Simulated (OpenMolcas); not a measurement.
# CH5FOSi (SMILES CO[SiH2]F): levels of theory compared

Wanted: a comparison of 6 runs (B3LYP/6-31G*, BLYP/def2-SVP, PBE/def2-SVP, SVWN5/def2-SVP, TPSS/def2-SVP, CCSD(T)/def2-SVP) of CH5FOSi. 

The calculation is run with OpenMolcas 26.06.

1 further run of the same task is left out (set aside as unsound or not needed).

## Step 1: Starting point

CH5FOSi: 9 atoms, total charge 0, spin state singlet. As SMILES, `CO[SiH2]F`. One bond was lengthened or shortened from a relaxed shape.

Bond lengths: C1–O2 1.412 Å, O2–Si3 2.109 Å, Si3–F4 1.598 Å, C1–H5 1.094 Å, C1–H6 1.091 Å, C1–H7 1.096 Å, Si3–H8 1.474 Å, Si3–H9 1.483 Å. Some angles: C1–O2–Si3 125.2°, O2–Si3–F4 111.1°, O2–C1–H5 110.6°, O2–C1–H6 108.3°, O2–C1–H7 111.7°, O2–Si3–H8 106.8°, O2–Si3–H9 110.6°, F4–Si3–H8 108.2°, F4–Si3–H9 105.9°, H5–C1–H6 108.8°.

## Step 2: A single-point energy at B3LYP/6-31G(d) (Cartesian functions) (run 1)

coord.xyz reads:

```xyz
9

C     -0.553946     1.469745    -0.933766
O     -1.017346     0.254845    -0.383366
Si     0.168900    -1.127700     0.679900
F      1.202000    -1.865200    -0.290100
H     -0.084146     1.298045    -1.906166
H     -1.409646     2.132645    -1.068366
H      0.169654     1.962545    -0.274366
H     -0.748200    -2.141700     1.231900
H      0.992400    -0.434200     1.700300
```

test.input reads:

```
&GATEWAY
BasLib=$CurrDir
Coord=coord.xyz
Basis=6-31Gs
Group=NoSym
&SEWARD
GridInput
Grid=UltraFine
End of Grid
&SCF
KSDFT=B3LYP
Thresholds=1e-10 1e-07 1e-07 1e-05
PrOrbitals=1
```

The basis set 6-31G* is read from a file made from the Basis Set Exchange's data (not shown).

Run with:

```console
$ export MOLCAS_MEM=1860
$ pymolcas test.input > test.log
```

Log:

```text
--- Start Module: gateway ---
[...]
--- Stop Module: gateway /rc=_RC_ALL_IS_WELL_ ---
--- Start Module: seward ---
[...]
      Basis functions           74
--- Stop Module: seward /rc=_RC_ALL_IS_WELL_ ---
[...]
--- Start Module: scf ---
[...]
       Convergence after  14 Iterations
[...]
::    Total KS-DFT energy                            -505.6953080452
[...]
      Total spin, S                                     0.0000000000
[...]
      Total electronic charge=   42.000000
      Total            charge=   -0.000000
[...]
      Dipole Moment (debye):
      Origin of the operator (angstrom)=    0.0444   -0.5303   -0.0518
                   X=  8.3254E-01               Y=  9.9840E-02               Z=  1.4533E+00           Total=  1.6779E+00
      Quadrupole Moment (debye*angstrom):
[...]
--- Stop Module: scf /rc=_RC_ALL_IS_WELL_ ---
[...]
```

Run time: 25 s. Hardware: 1 thread of Intel Xeon Platinum 8259CL at 2.50GHz (Skylake/Cascade Lake), shared host; peak memory 0.43 GiB.

## Step 3: The energy at BLYP/def2-SVP (run 2)

test.input reads:

```
&GATEWAY
  BasLib
  $CurrDir
  Coord
  9
  angstrom
  C       -0.553946       1.469745      -0.933766
  O       -1.017346       0.254845      -0.383366
  Si       0.168900      -1.127700       0.679900
  F        1.202000      -1.865200      -0.290100
  H       -0.084146       1.298045      -1.906166
  H       -1.409646       2.132645      -1.068366
  H        0.169654       1.962545      -0.274366
  H       -0.748200      -2.141700       1.231900
  H        0.992400      -0.434200       1.700300
  Basis
  def2-SVP
  Group
  NoSym

&SEWARD
  GridInput
  Grid=UltraFine
  End of Grid

&SCF
  KSDFT
  BLYP
  Thresholds
  1e-10 1e-07 1e-07 1e-05
  PrOrbitals
  1 2
```

The basis set def2-SVP is read from a file made from the Basis Set Exchange's data (not shown).

Run with:

```console
$ export MOLCAS_MEM=1860
$ pymolcas test.input > test.log
```

Log:

```text
--- Start Module: gateway ---
[...]
--- Stop Module: gateway /rc=_RC_ALL_IS_WELL_ ---
--- Start Module: seward ---
[...]
      Basis functions           85
--- Stop Module: seward /rc=_RC_ALL_IS_WELL_ ---
[...]
--- Start Module: scf ---
[...]
       Convergence after  16 Iterations
[...]
::    Total KS-DFT energy                            -505.3836280781
[...]
      Total spin, S                                     0.0000000000
[...]
      Total electronic charge=   42.000000
      Total            charge=   -0.000000
[...]
      Dipole Moment (debye):
      Origin of the operator (angstrom)=    0.0444   -0.5303   -0.0518
                   X=  7.1017E-01               Y=  1.1150E-01               Z=  1.2623E+00           Total=  1.4526E+00
      Quadrupole Moment (debye*angstrom):
[...]
--- Stop Module: scf /rc=_RC_ALL_IS_WELL_ ---
[...]
```

Run time: 32 s. Hardware: 1 thread of Intel Xeon Platinum 8259CL at 2.50GHz (Skylake/Cascade Lake), shared host; peak memory 0.47 GiB.

Runs 3 to 5 aren't shown in full; the table further down has their settings and results.

## Step 4: The energy at CCSD(T)/def2-SVP (run 6)

mol.inp reads:

```
* CH5FOSi CCSD(T)

&GATEWAY
 BasLib = $CurrDir
 Coord
 9
 bohr
 C     -1.04680623     2.77741552    -1.76456200
 O     -1.92250531     0.48158725    -0.72445675
 Si     0.31917474    -2.13104415     1.28482479
 F      2.27145080    -3.52471717    -0.54820955
 H     -0.15901289     2.45294955    -3.60213169
 H     -2.66384487     4.03011497    -2.01891914
 H      0.32059960     3.70867256    -0.51847660
 H     -1.41389309    -4.04722644     2.32795361
 H      1.87536421    -0.82051908     3.21310133
 Basis = def2-SVP
 Group = NoSym

&SEWARD

&SCF
 Thresholds = 1e-10 1e-07 1e-07 1e-05
 PrOrbitals = 1 1

&RASSCF
 FileOrb = $Project.ScfOrb
 Spin = 1
 Nactel = 0 0 0
 Inactive = 21
 Ras2 = 0
 OutOrbitals = Canonical
 OrbListing = Nothing

&MOTRA
 JobIph
 Frozen = 8

&CCSDT
 CCT
 Triples = 2
 Iterations = 80
 Accuracy = 1e-08
 Extrapolation = 5 4
```

The basis set def2-SVP is read from a file made from the Basis Set Exchange's data (not shown).

Run with:

```console
$ export MOLCAS_MEM=1860
$ pymolcas mol.inp > mol.log
```

Log:

```text
--- Start Module: gateway ---
[...]
--- Stop Module: gateway /rc=_RC_ALL_IS_WELL_ ---
[...]
      Basis functions           85
[...]
       Convergence after  14 Iterations
[...]
::    Total SCF energy                               -503.7678817433
[...]
      Total spin, S                                     0.0000000000
[...]
      Number of active orbitals                  0
[...]
      Spin quantum number                      0.0
[...]
      Active orbitals                            0
[...]
      Number of CSFs                             1
[...]
      Number of root(s) required                 1
[...]
      Convergence after  4 iterations
[...]
      Natural orbitals and occupation numbers for root  1
      ************************************************************************************************************************
      *                                                    Final results                                                     *
      ************************************************************************************************************************
[...]
::    RASSCF root number  1 Total energy:   -503.76788174
[...]
      Total electronic charge=   42.000000
      Total            charge=   -0.000000
[...]
      Dipole Moment (debye):
      Origin of the operator (angstrom)=    0.0444   -0.5303   -0.0518
                   X=  9.7183E-01               Y=  3.9158E-02               Z=  1.8734E+00           Total=  2.1108E+00
      Quadrupole Moment (debye*angstrom):
[...]
--- Start Module: motra ---
[...]
      *** WARNING: Default frozen orbitals is overwritten by user input.
      *** Default values:   5
[...]
--- Stop Module: motra /rc=_RC_ALL_IS_WELL_ ---
[...]
--- Start Module: ccsdt ---
[...]
      Convergence after                    17  Iterations
      Total energy (diff) :    -504.42321825       0.00000001
[...]
 METHOD                       : CCSD+T(CCSD)+<T3(1)WT1> = CCSD(T)
[...]
       CCSD     =      -504.4232182452844
[...]
--- Stop Module: ccsdt /rc=_RC_ALL_IS_WELL_ ---
[...]
```

It took 83 s on 1 thread of Intel Xeon Platinum 8259CL at 2.50GHz (Skylake/Cascade Lake), shared host; peak memory 0.47 GiB.

## Step 5: The series

| run | level | Cartesian functions | integration grid | energy (Eh) | dipole moment (D) of the reference | HOMO energy (eV) | LUMO energy (eV) | wall time |
| --- | --- | --- | --- | --- | --- | --- | --- | --- |
| 1 | B3LYP/6-31G* (Cartesian functions) | yes | UltraFine | -505.695308 | 1.68 | -6.73 | -0.71 | 25 s |
| 2 | BLYP/def2-SVP | no | UltraFine | -505.383628 | 1.45 | -5.36 | -1.35 | 32 s |
| 3 | PBE/def2-SVP | no | UltraFine | -505.049067 | 1.47 | -5.49 | -1.51 | 35 s |
| 4 | SVWN5/def2-SVP | no | UltraFine | -502.707058 | 1.50 | -5.60 | -1.74 | 23 s |
| 5 | TPSS/def2-SVP | no | UltraFine | -505.486601 | 1.49 | -5.63 | -1.29 | 49 s |
| 6 | CCSD(T)/def2-SVP | no | – | -504.438154 | 2.11 | -11.33 | 3.31 | 83 s |

## Step 6: What came out

```
                                          quantity          value
                               run 6: total energy  -504.43815 Eh
         run 6: dipole moment (mean-field density)         2.11 D
        run 6: HOMO energy (Hartree–Fock orbitals)      -11.33 eV
        run 6: LUMO energy (Hartree–Fock orbitals)        3.31 eV
      run 6: HOMO–LUMO gap (Hartree–Fock orbitals)       14.64 eV
run 6: correlation energy (8 core orbitals frozen)     -670.3 mEh
                             run 6: (T) correction     -14.94 mEh
```

In words: Over runs 1, 2, 3, 4, 5 the dipole moment (its size) runs from 1.45 D (BLYP/def2-SVP) to 1.68 D (B3LYP/6-31G*). The two ends differ in method and basis. Over runs 1, 2, 3, 4, 5 the HOMO–LUMO gap runs from 3.87 eV (SVWN5/def2-SVP) to 6.02 eV (B3LYP/6-31G*). Totals of different functionals can't be ranked against each other. All runs together took 4.1 min, the longest 83 s.
